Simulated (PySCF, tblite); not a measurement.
**C₆H₁₂Si₃: geometry, infrared bands and NMR shifts**

What infrared bands and NMR shifts should C₆H₁₂Si₃ (`CC#CC1=C[SiH2]C1([SiH3])[SiH3]`) show?

Programs: tblite 0.8.0 and PySCF 2.14.0, with density-fitted response routines of our own. Each step states its level of theory. These are calculated values for one molecule in the gas phase, unless marked as measured. Atoms are numbered from 0 throughout.

### Step 1. Starting geometry

21 atoms, charge 0, multiplicity 1; geometry from: force field or distance geometry start.

Bonds of the start (Å): C0–C1 1.47, C1–C2 1.19, C2–C3 1.49, C3–C4 1.27, C4–Si5 1.80, Si5–C6 1.80, C6–Si7 1.89, C6–Si8 1.88, C6–C3 1.45, C0–H9 1.10, C0–H10 1.11, C0–H11 1.12, C4–H12 1.12, Si5–H13 1.47, Si5–H14 1.48, Si7–H15 1.45, Si7–H16 1.45, Si7–H17 1.49, Si8–H18 1.47, Si8–H19 1.45, Si8–H20 1.46.

### Step 2. Geometry optimisation with GFN2-xTB

Job settings and geometry (Å):

```
{"job": {"kind": "relax", "xc": "GFN2-xTB", "basis": "xTB"}, "charge": 0, "multiplicity": 1}
C      3.880900    -0.701000    -0.609900
C      2.531400    -0.153800    -0.390100
C      1.450900     0.299900    -0.184700
C      0.086600     0.854300     0.040600
C     -0.323000     2.050500     0.155800
Si    -2.060200     1.681100     0.421100
C     -1.158200     0.130700     0.231400
Si    -1.185000    -1.026800     1.726500
Si    -1.641000    -0.752000    -1.357300
H      4.649100     0.088100    -0.577400
H      4.048400    -1.482600     0.153400
H      3.940900    -1.147900    -1.636800
H      0.209300     3.029100     0.096000
H     -2.973300     2.082500    -0.657700
H     -2.583100     1.963000     1.779900
H      0.176400    -1.139700     2.199800
H     -2.143400    -0.571900     2.718300
H     -1.658500    -2.339600     1.207700
H     -2.541000     0.164700    -2.081300
H     -2.249800    -2.033000    -1.035300
H     -0.466400    -0.978700    -2.200300
```

Command:

```console
$ OMP_NUM_THREADS=1 python probes_run.py task.json out
```

The driver reads the jobs from task.json and runs them one after another.

**Question.** This job is followed by: GFN2-xTB harmonic vibrations, gas phase; GIAO PBE0/pcSseg-1 NMR shielding, non-relativistic, gas phase. Predict these results of the whole session: strongest single infrared mode (GFN2-xTB); zero-point energy (GFN2-xTB); 13C shifts against TMS (PBE0/pcSseg-1); 1H shifts against TMS (PBE0/pcSseg-1, means over atoms taken as alike); 29Si shifts against TMS (PBE0/pcSseg-1, means over atoms taken as alike).

The runs gave:

```
                                                                quantity                                     value
                               strongest single infrared mode (GFN2-xTB)                     2249 cm⁻¹, 665 km/mol
                                            zero-point energy (GFN2-xTB)                             86.5 kcal/mol
                                  13C shifts against TMS (PBE0/pcSseg-1)  159.4, 137.3, 105.3, 82.9, 15.0, 6.1 ppm
  1H shifts against TMS (PBE0/pcSseg-1, means over atoms taken as alike)                6.02, 4.83, 4.11, 2.31 ppm
29Si shifts against TMS (PBE0/pcSseg-1, means over atoms taken as alike)                          -37.1, -63.8 ppm
```

Over 180 steps the energy fell by 1.174 eV; of the close pairs, Si5–C6 changed most, 1.804 to 1.951 Å. The lowest mode is imaginary (21i cm⁻¹), so the xTB geometry is not a minimum. Unscaled tight-binding wavenumbers are off by several per cent, some by more. Its intensities can rank the bands wrongly. H12 (hydrogen on an alkene CH) lies farthest downfield among hydrogen, at 6.02 ppm; attached to an sp2 carbon and in the plane of the double bond. At PBE0/pcSseg-1: The widest tensor belongs to C2: span 268 ppm, with a paramagnetic part of -141 ppm.
